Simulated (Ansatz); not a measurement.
# C₂H₈NSb: up Jacob's ladder to CCSD(T)

Aim: compute C₂H₈NSb with functionals from several rungs and with coupled cluster. The yardstick is the atomisation energy at the CCSD(T) limit.

Program: Ansatz 0.2.0, Gaussian basis. Level of theory: functionals in def2-TZVPP, the program's frozen cores in correlated methods. These are calculated values, not measurements.

The runs, in order: PBE-D4, r2SCAN-D4, PBE0-D4, B3LYP-D4, ωB97X-V, ωB97M-V, B2PLYP; CCSD(T)/def2-TZVPP; MP2/def2-QZVPP; extrapolation to the limit.

## Step 1: Structure used throughout

The geometry comes from an earlier relaxation with PBE0-D4 in a triple-zeta def2 set; it is a stationary point, not always the lowest conformer. Sb takes the def2 core potential; no spin-orbit term is included.

SMILES `[CH3][SbH][CH2]N`, 12 atoms, charge 0, spin multiplicity 1.

Atoms are counted from 1 here; the program's logs count them from 0.

Bond lengths: C1–Sb2 2.159 Å, C1–H5 1.090 Å, C1–H6 1.091 Å, C1–H7 1.090 Å, Sb2–C3 2.207 Å, Sb2–H8 1.717 Å, C3–N4 1.442 Å, C3–H9 1.092 Å, C3–H10 1.092 Å, N4–H11 1.011 Å, N4–H12 1.012 Å. Angles: Sb2–C1–H5 109.3°, Sb2–C1–H6 109.1°, Sb2–C1–H7 110.9°, H5–C1–H6 108.7°, H5–C1–H7 109.0°, H6–C1–H7 109.8°, C1–Sb2–C3 94.9°, C1–Sb2–H8 93.6°, C3–Sb2–H8 91.9°, Sb2–C3–N4 118.9°, Sb2–C3–H9 106.1°, Sb2–C3–H10 105.5°, N4–C3–H9 109.4°, N4–C3–H10 109.6°, H9–C3–H10 106.5°, C3–N4–H11 111.6°, C3–N4–H12 111.3°, H11–N4–H12 107.3°.

## Step 2: PBE-D4 (GGA)

in.yaml

```yaml
crystal:
  periodic: [false, false, false]
  atoms:
    - {symbol: C, position_ang: [-1.611779, 0.835882, 0.020706]}
    - {symbol: Sb, position_ang: [0.418090, 1.571277, 0.010005]}
    - {symbol: C, position_ang: [1.321329, -0.364780, 0.562380]}
    - {symbol: N, position_ang: [0.834105, -1.566125, -0.068436]}
    - {symbol: H, position_ang: [-2.255051, 1.547478, -0.496509]}
    - {symbol: H, position_ang: [-1.952143, 0.742639, 1.052711]}
    - {symbol: H, position_ang: [-1.678632, -0.130945, -0.478322]}
    - {symbol: H, position_ang: [0.636441, 1.260872, -1.664438]}
    - {symbol: H, position_ang: [1.211391, -0.453105, 1.645633]}
    - {symbol: H, position_ang: [2.390158, -0.255109, 0.366601]}
    - {symbol: H, position_ang: [-0.135817, -1.738924, 0.160331]}
    - {symbol: H, position_ang: [0.898808, -1.504462, -1.076663]}
basis:
  gaussian: {orbitals: def2-TZVPP}
hamiltonian: {xc: pbe, dispersion: d4}
output: {forces: true, orbitals: {seedname: orbitals}}
```

On the command line:

```console
$ ansatz run in.yaml --threads 4 --pin off --events-out ev --progress --plain --max-ram 10444MiB
```

The runs that follow: r2SCAN-D4 (meta-GGA); PBE0-D4 (hybrid); B3LYP-D4 (hybrid); ωB97X-V (range-separated); ωB97M-V (range-separated); B2PLYP (double hybrid); CCSD(T) in def2-TZVPP; MP2 in def2-QZVPP.

Before running them: what should the planned runs give, taken together? Wanted: atomisation energy, CCSD(T)/CBS; farthest; mean size of error, hybrid; mean size of error, range-separated; gap, smallest and largest; T1 diagnostic; triples share of the correlation energy.

**Answer**, as computed:

```
                               quantity                                           value
        atomisation energy, CCSD(T)/CBS                                   4018.3 kJ/mol
 functionals within 40.2 kJ/mol (1.0 %)  r2SCAN-D4, PBE0-D4, B3LYP-D4, ωB97X-V, ωB97M-V
                               farthest                           PBE-D4 (+71.0 kJ/mol)
             mean size of error, hybrid                                     12.0 kJ/mol
    mean size of error, range-separated                                      9.0 kJ/mol
              gap, smallest and largest             4.05 eV (PBE-D4), 9.85 eV (ωB97X-V)
                          T1 diagnostic                                          0.0122
triples share of the correlation energy                                           3.5 %
```

In words: PBE-D4 is off by +71.0 kJ/mol. Double hybrids carry the basis error of their MP2 part in triple zeta, and no dispersion term here, so their miss is partly the set-up's. Misses under about 40.2 kJ/mol are within the doubt on the reference itself, which lacks core-valence correlation, spin-orbit coupling and higher excitations, and its outer-core shells are covered unevenly. All levels share the lack of spin-orbit coupling, which lowers the free heavy atoms and so the true binding. Hartree-Fock recovers 69 % of the binding; the rest is correlation. Orbital gaps span 4.0 to 9.8 eV; exact exchange widens them. Correlated methods include outer-core shells of Sb, which these sets cover unevenly.
